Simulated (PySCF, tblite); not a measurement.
# C4H9BF2O: dynamics, then NMR shifts on frames, part 2 of 2

tblite 0.8.0 and PySCF 2.14.0. Atoms count from 0.

## 6. NMR shieldings: 800 fs, PBE0/pcSseg-1

Job settings and geometry (Å):

```
{"job": {"kind": "nmr", "xc": "PBE0", "basis": "pcSseg-1", "pop": false}, "charge": 0, "multiplicity": 1}
C     -2.213800     1.980500     0.896500
C     -1.935900     0.564400     1.305800
C     -2.757700    -0.485000     0.661500
O     -0.662800     0.109900     0.861900
C      0.581600     0.848500     0.968600
B      1.663700    -0.328300     0.672600
F      1.627700    -1.645600     0.987300
F      2.940000    -0.109700     0.162200
H     -1.628800     2.712500     1.396600
H     -3.255300     2.371000     1.207600
H     -2.082100     2.126800    -0.152600
H     -2.024500     0.338400     2.463100
H     -3.449500    -0.023600    -0.031900
H     -3.344100    -0.997800     1.371300
H     -2.146000    -0.984100    -0.179900
H      0.528800     1.496800     0.071400
H      0.585600     1.350000     1.919200
```

Method: GIAO PBE0/pcSseg-1 NMR shielding, non-relativistic, gas phase.

The program printed:

```text
coarse grid: 14272 points
cycle   1  E = -456.9110761914  dE =  7.533e-01  |g| = 8.784e-01  |ddm| = 3.404e+00
cycle   2  E = -456.7546263602  dE =  1.564e-01  |g| = 1.329e+00  |ddm| = 1.466e+00
cycle   3  E = -457.0507401713  dE = -2.961e-01  |g| = 9.967e-02  |ddm| = 9.299e-01
cycle   4  E = -457.0524953225  dE = -1.755e-03  |g| = 4.093e-02  |ddm| = 8.410e-02
cycle   5  E = -457.0528215004  dE = -3.262e-04  |g| = 1.130e-02  |ddm| = 3.179e-02
cycle   6  E = -457.0528393831  dE = -1.788e-05  |g| = 3.511e-03  |ddm| = 8.496e-03
cycle   7  E = -457.0528415995  dE = -2.216e-06  |g| = 2.546e-04  |ddm| = 2.519e-03
final grid: 138808 points
cycle   8  E = -457.1168335691  dE = -4.746e-05  |g| = 1.135e-02  |ddm| = 2.386e-02
cycle   9  E = -457.1168092103  dE =  2.436e-05  |g| = 1.641e-02  |ddm| = 1.621e-02
cycle  10  E = -457.1168576148  dE = -4.840e-05  |g| = 1.509e-03  |ddm| = 1.023e-02
cycle  11  E = -457.1168580985  dE = -4.837e-07  |g| = 2.153e-04  |ddm| = 1.533e-03
cycle  12  E = -457.1168581079  dE = -9.394e-09  |g| = 8.564e-05  |ddm| = 2.297e-04
cycle  13  E = -457.1168581093  dE = -1.441e-09  |g| = 2.888e-05  |ddm| = 7.661e-05
cycle  14  E = -457.1168581095  dE = -1.600e-10  |g| = 5.870e-06  |ddm| = 2.029e-05
converged SCF energy = -457.1168581095

GIAO shielding tensors (ppm)
atom      isotropic    diamagn.    paramagn.     s11        s22        s33       span
  0 C      167.197     245.998     -78.800    153.918    158.085    189.589     35.670
  1 C      111.749     241.579    -129.831     88.838     94.025    152.382     63.544
  2 C      158.531     249.149     -90.619    115.716    157.049    202.828     87.111
  3 O      271.667     408.320    -136.653    194.848    273.109    347.045    152.197
  4 C      127.987     255.524    -127.537    102.482    106.463    175.015     72.534
  5 B       70.037     188.782    -118.745     42.900     78.233     88.977     46.078
  6 F      220.267     469.648    -249.381     34.745    271.104    354.951    320.205
  7 F      213.752     467.885    -254.133     18.604    278.659    343.993    325.388
  8 H       30.830      30.468       0.362     26.196     29.767     36.527     10.331
  9 H       29.157      25.059       4.098     25.158     26.649     35.663     10.505
 10 H       31.251      31.218       0.033     28.043     28.978     36.733      8.690
 11 H       26.124      28.747      -2.623     23.415     23.919     31.039      7.624
 12 H       30.623      30.210       0.413     26.589     29.714     35.566      8.977
 13 H       30.101      30.417      -0.316     25.993     27.409     36.901     10.908
 14 H       27.993      29.437      -1.443     23.361     28.851     31.767      8.407
 15 H       26.954      33.244      -6.291     21.766     26.676     32.420     10.654
 16 H       28.189      31.427      -3.238     24.444     26.741     33.381      8.937
```

Wall time 42 s (1 thread of Arm Neoverse N1, shared host); peak memory 0.83 GiB.

This run: δ C1 75.2, C4 58.9, C2 28.4, C0 19.7, H11 5.59, H15 4.76 ppm.

## 7. Nuclear shieldings: 1000 fs, PBE0/pcSseg-1

Job settings and geometry (Å):

```
{"job": {"kind": "nmr", "xc": "PBE0", "basis": "pcSseg-1", "pop": false}, "charge": 0, "multiplicity": 1}
C     -2.023600     2.722300     0.923800
C     -2.147600     1.120200     1.148300
C     -3.397600     0.624500     0.576600
O     -1.052400     0.503400     0.612500
C      0.246700     0.875300     1.225800
B      1.372500    -0.287300     1.102800
F      1.041300    -1.514600     1.329400
F      2.702200     0.008700     1.277100
H     -1.107000     3.102200     1.211700
H     -2.839800     3.039700     1.618100
H     -2.326100     2.918100    -0.101100
H     -2.156100     0.937900     2.343500
H     -3.588600     0.928300    -0.463000
H     -4.270400     0.749000     1.197700
H     -3.486800    -0.461700     0.557900
H      0.586000     1.842300     1.028500
H      0.045900     0.797900     2.325000
```

Level: GIAO PBE0/pcSseg-1 NMR shielding, non-relativistic, gas phase.

The program printed:

```text
coarse grid: 14272 points
cycle   1  E = -456.9431738340  dE =  7.773e-01  |g| = 8.328e-01  |ddm| = 3.415e+00
cycle   2  E = -456.8221871434  dE =  1.210e-01  |g| = 1.212e+00  |ddm| = 1.347e+00
cycle   3  E = -457.0672594863  dE = -2.451e-01  |g| = 1.031e-01  |ddm| = 8.559e-01
cycle   4  E = -457.0691031307  dE = -1.844e-03  |g| = 4.188e-02  |ddm| = 8.891e-02
cycle   5  E = -457.0694390779  dE = -3.359e-04  |g| = 1.051e-02  |ddm| = 3.425e-02
cycle   6  E = -457.0694554105  dE = -1.633e-05  |g| = 3.285e-03  |ddm| = 8.463e-03
cycle   7  E = -457.0694573927  dE = -1.982e-06  |g| = 4.112e-04  |ddm| = 2.536e-03
final grid: 138808 points
cycle   8  E = -457.1360301841  dE = -6.688e-05  |g| = 1.139e-02  |ddm| = 2.874e-02
cycle   9  E = -457.1360073384  dE =  2.285e-05  |g| = 1.613e-02  |ddm| = 1.645e-02
cycle  10  E = -457.1360551105  dE = -4.777e-05  |g| = 1.588e-03  |ddm| = 1.039e-02
cycle  11  E = -457.1360556271  dE = -5.166e-07  |g| = 2.558e-04  |ddm| = 1.608e-03
cycle  12  E = -457.1360556413  dE = -1.426e-08  |g| = 8.138e-05  |ddm| = 2.806e-04
cycle  13  E = -457.1360556426  dE = -1.314e-09  |g| = 2.858e-05  |ddm| = 7.745e-05
cycle  14  E = -457.1360556428  dE = -1.618e-10  |g| = 5.653e-06  |ddm| = 2.143e-05
converged SCF energy = -457.1360556428

GIAO shielding tensors (ppm)
atom      isotropic    diamagn.    paramagn.     s11        s22        s33       span
  0 C      158.863     246.494     -87.631    138.514    154.606    183.468     44.954
  1 C       99.957     238.215    -138.258     74.696     86.863    138.312     63.616
  2 C      168.902     244.745     -75.843    151.516    156.045    199.145     47.629
  3 O      256.185     405.007    -148.821    224.471    265.222    278.863     54.392
  4 C      117.341     250.913    -133.573     80.244     98.211    173.566     93.322
  5 B       72.556     191.808    -119.252     50.333     81.165     86.171     35.838
  6 F      228.959     469.970    -241.011     41.593    269.528    375.756    334.163
  7 F      241.396     467.427    -226.031     61.500    308.232    354.456    292.956
  8 H       30.872      31.018      -0.146     25.583     31.688     35.344      9.762
  9 H       30.267      26.208       4.059     26.704     28.192     35.907      9.203
 10 H       30.932      29.352       1.580     27.738     29.435     35.624      7.886
 11 H       26.526      28.854      -2.328     23.352     25.959     30.266      6.914
 12 H       30.367      29.066       1.301     26.226     28.298     36.577     10.351
 13 H       30.368      26.645       3.723     26.229     27.773     37.103     10.874
 14 H       30.097      31.210      -1.112     26.010     27.854     36.428     10.417
 15 H       28.684      33.851      -5.167     24.104     28.411     33.538      9.434
 16 H       28.443      30.547      -2.104     25.432     27.617     32.280      6.848
```

Wall time 41 s (1 thread of Arm Neoverse N1, shared host); peak memory 0.84 GiB.

This run: δ C1 87.0, C4 69.6, C0 28.1, C2 18.0, H11 5.19, H16 3.27 ppm.

## 8. Side by side: NMR shifts

Shifts (ppm) of some atoms, chosen among heavy atoms and hydrogens apart, with basis size and wall time:

| frame | C4 | C2 | H14 | H12 | O3 | F6 | F7 | functions | time |
| --- | --- | --- | --- | --- | --- | --- | --- | --- | --- |
| 250 fs | 67.5 | 13.0 | 0.51 | -1.30 | 45.5 | -69.5 | -73.0 | 181 | 55 s |
| 425 fs | 50.4 | 33.5 | 2.96 | 1.44 | 56.0 | -58.2 | -57.2 | 181 | 43 s |
| 625 fs | 58.3 | 44.0 | 3.67 | 4.27 | 25.2 | -58.1 | -75.3 | 181 | 41 s |
| 800 fs | 58.9 | 28.4 | 3.72 | 1.09 | 64.4 | -49.3 | -42.8 | 181 | 42 s |
| 1000 fs | 69.6 | 18.0 | 1.62 | 1.35 | 79.9 | -58.0 | -70.4 | 181 | 41 s |

## 9. What came out

The summary covers parts 1 to 2.

```
                                           quantity                                                      value
                                         thermostat                                                      600 K
                      mean temperature, second half                                                      691 K
            mean potential energy above the minimum                                                    1.35 eV
     13C shifts against TMS (PBE0/pcSseg-1, 250 fs)                                 87.1, 67.5, 33.6, 13.0 ppm
      1H shifts against TMS (PBE0/pcSseg-1, 250 fs)  4.60, 3.55, 3.31, 2.79, 1.71, 1.68, 1.33, 0.51, -1.30 ppm
     17O shifts against H2O (PBE0/pcSseg-1, 250 fs)                                                   45.5 ppm
11B shifts against BF3·OEt2 (PBE0/pcSseg-1, 250 fs)                                                   25.7 ppm
   19F shifts against CFCl3 (PBE0/pcSseg-1, 250 fs)                                           -69.5, -73.0 ppm
              surface potential, 1st and 99th percentile                                         -1.43 V and 1.90 V
                           range of the shift of O3                                           25.2 to 79.9 ppm
```

What this shows: In the second half the potential energy averages 1.35 eV above the minimum; equipartition over 45 harmonic modes at 600 K would give 1.16 eV. With 17 atoms the temperature swings widely (421 to 927 K). Shifts at one fixed geometry are not the observed spectrum, which averages over the motion. In the first frame run (250 fs): The widest tensor belongs to F6: span 334 ppm, with a paramagnetic part of -228 ppm. Across the 5 runs the shift of O3 moves most, between 25.2 (625 fs) and 79.9 ppm (1000 fs).
